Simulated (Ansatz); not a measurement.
# C2H9NSi (SMILES CN(C)[SiH3]): BHLYP/6-31G(d) (spherical functions)

Aim: the electronic atomisation energy of C2H9NSi at BHLYP/6-31G* (spherical functions), from 5 runs. 

The calculation is run with Ansatz 0.2.0.

71 further runs of the same task are left out: 71 set aside as unsound or not needed.

### Step 1. The system as given

The species is C2H9NSi (13 atoms), meant as a singlet with charge 0. As SMILES, `CN(C)[SiH3]`. The shape is that of a PBE0-D4/def2-TZVP optimisation.

Bond lengths: C1–N2 1.442 Å, N2–C3 1.442 Å, N2–Si4 1.717 Å, C1–H5 1.101 Å, C1–H6 1.097 Å, C1–H7 1.092 Å, C3–H8 1.097 Å, C3–H9 1.101 Å, C3–H10 1.092 Å, Si4–H11 1.497 Å, Si4–H12 1.487 Å, Si4–H13 1.487 Å. Some angles: C1–N2–C3 113.7°, C1–N2–Si4 120.9°, C3–N2–Si4 120.9°, N2–C1–H5 112.8°, N2–C1–H6 110.4°, N2–C1–H7 110.5°, N2–C3–H8 110.4°, N2–C3–H9 112.8°, N2–C3–H10 110.5°, N2–Si4–H11 115.3°.

### Step 2. A single-point energy at BHLYP/6-31G(d) (spherical functions)

run.yaml reads:

```yaml
crystal:
  periodic: [false, false, false]
  atoms:
    - {symbol: C, position_ang: [-0.853400, 1.051500, -0.567400]}
    - {symbol: "N", position_ang: [-0.064300, 0.101400, 0.176900]}
    - {symbol: C, position_ang: [1.257300, 0.576800, 0.503700]}
    - {symbol: Si, position_ang: [-0.404400, -1.580400, 0.101900]}
    - {symbol: H, position_ang: [-0.416100, 1.292500, -1.548500]}
    - {symbol: H, position_ang: [-0.947500, 1.991500, -0.009400]}
    - {symbol: H, position_ang: [-1.860700, 0.663700, -0.735400]}
    - {symbol: H, position_ang: [1.197400, 1.509100, 1.079000]}
    - {symbol: H, position_ang: [1.870100, 0.778300, -0.388400]}
    - {symbol: H, position_ang: [1.787100, -0.156700, 1.115700]}
    - {symbol: H, position_ang: [0.068700, -2.275300, -1.137100]}
    - {symbol: H, position_ang: [-1.879700, -1.752300, 0.167000]}
    - {symbol: H, position_ang: [0.265600, -2.234700, 1.256700]}
basis:
  gaussian: {orbitals: 6-31G_st_-spherical.json}
hamiltonian: {xc: {name: BHLYP}}
accuracy: high
output: {orbitals: {seedname: orbitals}}
```

The basis set 6-31G* is read from a file made from the Basis Set Exchange's data (not shown).

Command:

```sh
ansatz run run.yaml --threads 1 --pin off --max-ram 2610MiB --events-out events.jsonl --progress --plain --runs-dir runs
```

Log:

```text
Warning: RAYON_NUM_THREADS=1 ignored (pool sized by the plan → 1); use --threads N
Functional definition: BHLYP
  name "BHLYP"
  parameter a = 0.5
  exchange = (1 - a)*b88_x + a*exact_x
  correlation = lyp_c
1974 factors; integrals over basis functions are off by at most 4.0e-9 eV
mean field evaluation 1: about -11581.3050 eV, gradient 3.9e1 eV
mean field evaluation 2: about -11581.0584 eV, gradient 4.1e1 eV
mean field evaluation 4: about -11584.7820 eV, gradient 1.5e0 eV
mean field evaluation 8: about -11585.4648 eV, gradient 1.6e-1 eV
mean field evaluation 16: about -11585.4651 eV, gradient 2.4e-5 eV
mean field -11585.46507667 eV, -425.7579886572 hartree, gradient 9.0e-8 eV, S^2 0.000000; 0 other end points of the search recorded, 0 dependent functions left out
reference -11585.46510482 eV, -425.7579896918 hartree; 21, 21 occupied and 57, 57 virtual orbitals, 1974 factors
Total energy: -11585.46510482 eV, -425.7579896918 hartree
```

It took 11 s on 1 thread of Arm Neoverse V1, shared host; peak memory 0.25 GiB.

### Step 3. The C atom, same level

input.yaml reads:

```yaml
crystal:
  periodic: [false, false, false]
  atoms:
    - {symbol: C, position_ang: [0.000000, 0.000000, 0.000000]}
basis:
  gaussian: {orbitals: 6-31G_st_-spherical.json}
magnetization: {spin_polarized: true, initial_magnetization: 2}
accuracy: high
hamiltonian: {xc: {name: BHLYP}}
```

The basis set 6-31G* is read from a file made from the Basis Set Exchange's data (not shown).

Command:

```sh
ansatz run input.yaml --threads 1 --pin off --max-ram 2610MiB --events-out events.jsonl --progress --plain --runs-dir runs
```

Log:

```text
Warning: RAYON_NUM_THREADS=1 ignored (pool sized by the plan → 1); use --threads N
[... 5 set-up lines as earlier in the session ...]
96 factors; integrals over basis functions are off by at most 1.1e-9 eV
mean field evaluation 1: about -1029.4486 eV, gradient 3.6e0 eV
mean field evaluation 2: about -1029.5272 eV, gradient 6.7e-1 eV
mean field evaluation 4: about -1029.5303 eV, gradient 1.8e-2 eV
mean field evaluation 8: about -1029.5303 eV, gradient 4.3e-6 eV
mean field -1029.53028010 eV, -37.8345399529 hartree, gradient 1.8e-8 eV, S^2 2.002539; 0 other end points of the search recorded, 0 dependent functions left out
reference -1029.53029223 eV, -37.8345403989 hartree; 4, 2 occupied and 10, 12 virtual orbitals, 96 factors
Total energy: -1029.53029223 eV, -37.8345403989 hartree
```

Run time: 0.29 s. Hardware: 1 thread of Arm Neoverse V1, shared host.

### Step 4. The H atom at the same level

run.yaml reads:

```yaml
basis:
  gaussian: {orbitals: "6-31G*"}
crystal:
  periodic: [false, false, false]
  atoms:
    - {symbol: H, position_ang: [0.000000, 0.000000, 0.000000]}
magnetization: {spin_polarized: true, initial_magnetization: 1}
hamiltonian: {xc: {name: BHLYP}}
accuracy: high
```

Command:

```sh
ansatz run run.yaml --threads 1 --pin off --max-ram 2610MiB --events-out events.jsonl --progress --plain --runs-dir runs
```

Log:

```text
Warning: RAYON_NUM_THREADS=1 ignored (pool sized by the plan → 1); use --threads N
[... 5 set-up lines as earlier in the session ...]
3 factors; integrals over basis functions are off by at most 5.4e-10 eV
mean field evaluation 1: about -13.5143 eV, gradient 7.8e-1 eV
mean field evaluation 2: about -13.5199 eV, gradient 1.3e-1 eV
mean field evaluation 4: about -13.5195 eV, gradient 9.6e-5 eV
mean field evaluation 8: about -13.5195 eV, gradient 6.1e-10 eV
mean field -13.51953907 eV, -0.4968338969 hartree, gradient 6.4e-9 eV, S^2 0.750000; 0 other end points of the search recorded, 0 dependent functions left out
reference -13.51955128 eV, -0.4968343455 hartree; 1, 0 occupied and 1, 2 virtual orbitals, 3 factors
Total energy: -13.51955128 eV, -0.4968343455 hartree
```

Wall time 0.1 s (1 thread of Arm Neoverse V1, shared host).

### Step 5. The N atom, same level

in.yaml reads:

```yaml
crystal:
  periodic: [false, false, false]
  atoms:
    - symbol: "N"
      position_ang: [0.000000, 0.000000, 0.000000]
basis:
  gaussian:
    orbitals: 6-31G_st_-spherical.json
magnetization:
  spin_polarized: true
  initial_magnetization: 3
hamiltonian:
  xc: {name: BHLYP}
accuracy: high
```

The basis set 6-31G* is read from a file made from the Basis Set Exchange's data (not shown).

Run the same way, it converges to -54.57155 Eh (log not shown).

### Step 6. The Si atom, same level

run.yaml reads:

```yaml
crystal:
  periodic: [false, false, false]
  atoms:
    - {symbol: Si, position_ang: [0.000000, 0.000000, 0.000000]}
basis:
  gaussian:
    orbitals: 6-31G_st_-spherical.json
magnetization:
  spin_polarized: true
  initial_magnetization: 2
hamiltonian:
  xc: {name: BHLYP}
accuracy: high
```

The basis set 6-31G* is read from a file made from the Basis Set Exchange's data (not shown).

Command:

```sh
ansatz run run.yaml --threads 1 --pin off --max-ram 2610MiB --events-out events.jsonl --progress --plain --runs-dir runs
```

Log:

```text
Warning: RAYON_NUM_THREADS=1 ignored (pool sized by the plan → 1); use --threads N
[... 5 set-up lines as earlier in the session ...]
141 factors; integrals over basis functions are off by at most 2.6e-9 eV
mean field evaluation 1: about -7873.7365 eV, gradient 2.2e0 eV
mean field evaluation 2: about -7873.7888 eV, gradient 5.1e-1 eV
mean field evaluation 4: about -7873.7949 eV, gradient 7.9e-2 eV
mean field evaluation 8: about -7873.7950 eV, gradient 3.4e-4 eV
mean field -7873.79502003 eV, -289.3566299362 hartree, gradient 1.8e-8 eV, S^2 2.002700; 0 other end points of the search recorded, 0 dependent functions left out
reference -7873.79503436 eV, -289.3566304627 hartree; 8, 6 occupied and 10, 12 virtual orbitals, 141 factors
Total energy: -7873.79503436 eV, -289.3566304627 hartree
```

Wall time 0.61 s (1 thread of Arm Neoverse V1, shared host).

### Step 7. What came out

Level: BHLYP/6-31G* (spherical functions).

| quantity | value |
| --- | --- |
| molecule: total energy | -425.75799 Eh |
| molecule: HOMO energy | -7.44 eV |
| molecule: LUMO energy | 2.01 eV |
| molecule: HOMO–LUMO gap | 9.45 eV |
| C atom: total energy | -37.83454 Eh |
| C atom: ⟨S²⟩ | 2.003 |
| H atom: total energy | -0.49683 Eh |
| H atom: ⟨S²⟩ | 0.750 |
| N atom: total energy | -54.57155 Eh |
| N atom: ⟨S²⟩ | 3.753 |
| Si atom: total energy | -289.35663 Eh |
| Si atom: ⟨S²⟩ | 2.003 |
| electronic atomisation energy | 45.966 eV |

Taking the molecule apart into free atoms costs 45.97 eV (4435 kJ/mol), before zero-point energy and without spin-orbit coupling.
